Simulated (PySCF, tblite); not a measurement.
# C6H11GeNO: geometry, infrared bands and NMR shifts

Aim: predict the infrared bands and NMR shifts of C6H11GeNO (`N#CC[C@H]1[CH2][GeH2][CH2]CO1`).

Programs: tblite 0.8.0 and PySCF 2.14.0, with density-fitted response routines of our own. Each step states its level of theory. These are calculated values for one molecule in the gas phase, unless marked as measured. Atoms count from 0, in the outputs and in this text.

### Step 1. The starting structure

20 atoms, charge 0, multiplicity 1; geometry from: force field or distance geometry start.

Bonds of the start (Å): N0–C1 1.17, C1–C2 1.48, C2–C3 1.51, C3–C4 1.50, C4–Ge5 1.96, Ge5–C6 1.94, C6–C7 1.52, C7–O8 1.41, O8–C3 1.39, C2–H9 1.11, C2–H10 1.10, C3–H11 1.12, C4–H12 1.09, C4–H13 1.11, Ge5–H14 1.53, Ge5–H15 1.55, C6–H16 1.12, C6–H17 1.11, C7–H18 1.12, C7–H19 1.09.

### Step 2. Relaxing the molecule with GFN2-xTB

The job: settings as JSON, then the geometry in Å.

```
{"job": {"kind": "relax", "xc": "GFN2-xTB", "basis": "xTB"}, "charge": 0, "multiplicity": 1}
N      3.823800     0.737400    -0.164700
C      3.000900     0.036300     0.275800
C      1.985400    -0.885800     0.839300
C      0.666700    -0.339100     0.350900
C      0.526600    -0.292900    -1.140800
Ge    -1.092600     0.770500    -1.469000
C     -2.295700     0.301200    -0.021300
C     -1.431400     0.000900     1.194200
O     -0.450800    -0.973200     0.893600
H      2.186900    -1.921100     0.503700
H      2.093000    -0.847500     1.931900
H      0.593000     0.716100     0.726000
H      1.404100     0.144400    -1.628100
H      0.293100    -1.313600    -1.495500
H     -1.689800     0.463600    -2.849100
H     -0.733000     2.268600    -1.274900
H     -3.029300     1.118100     0.197700
H     -2.848000    -0.608800    -0.331200
H     -0.921500     0.961900     1.451800
H     -2.086600    -0.326500     2.006800
```

Run with:

```bash
$ OMP_NUM_THREADS=1 python probes_run.py task.json out
```

This one command runs all jobs of the session in turn.

**Question.** This job is followed by: GFN2-xTB harmonic vibrations, gas phase; GIAO PBE0/pcSseg-1 NMR shielding, non-relativistic, gas phase. Predict these results of the whole session: strongest single infrared mode (GFN2-xTB); zero-point energy (GFN2-xTB); 13C shifts against TMS (PBE0/pcSseg-1); 1H shifts against TMS (PBE0/pcSseg-1); 15N shifts against NH3 (PBE0/pcSseg-1); 73Ge shifts against GeMe4 (PBE0/pcSseg-1); 17O shifts against H2O (PBE0/pcSseg-1).

As calculated:

```
                                 quantity                                                                 value
strongest single infrared mode (GFN2-xTB)                                                 2020 cm⁻¹, 514 km/mol
             zero-point energy (GFN2-xTB)                                                         96.6 kcal/mol
   13C shifts against TMS (PBE0/pcSseg-1)                               122.5, 81.9, 74.0, 29.7, 18.3, 12.9 ppm
    1H shifts against TMS (PBE0/pcSseg-1)  4.66, 4.06, 4.04, 3.65, 3.51, 2.70, 2.25, 1.68, 1.34, 0.87, 0.78 ppm
   15N shifts against NH3 (PBE0/pcSseg-1)                                                             302.7 ppm
73Ge shifts against GeMe4 (PBE0/pcSseg-1)                                                              -170 ppm
   17O shifts against H2O (PBE0/pcSseg-1)                                                              75.5 ppm
```

**Reading.** Over 82 steps the energy fell by 0.571 eV; of the close pairs, Ge5–H15 changed most, 1.553 to 1.506 Å. No mode is imaginary among the 54: a minimum at this level. The strongest single mode, at 2020 cm⁻¹, moves mainly H14 and H15. GFN2-xTB is a fitted tight-binding method: band positions and strengths are rough. Its intensities can rank the bands wrongly. C1 (nitrile carbon) lies farthest downfield among carbon, at 122.5 ppm; typical of a nitrile. At PBE0/pcSseg-1: The widest tensor belongs to N0: span 507 ppm, with a paramagnetic part of -375 ppm. Spin-orbit coupling is left out, which matters for shieldings and couplings at and beside the heavy atoms.
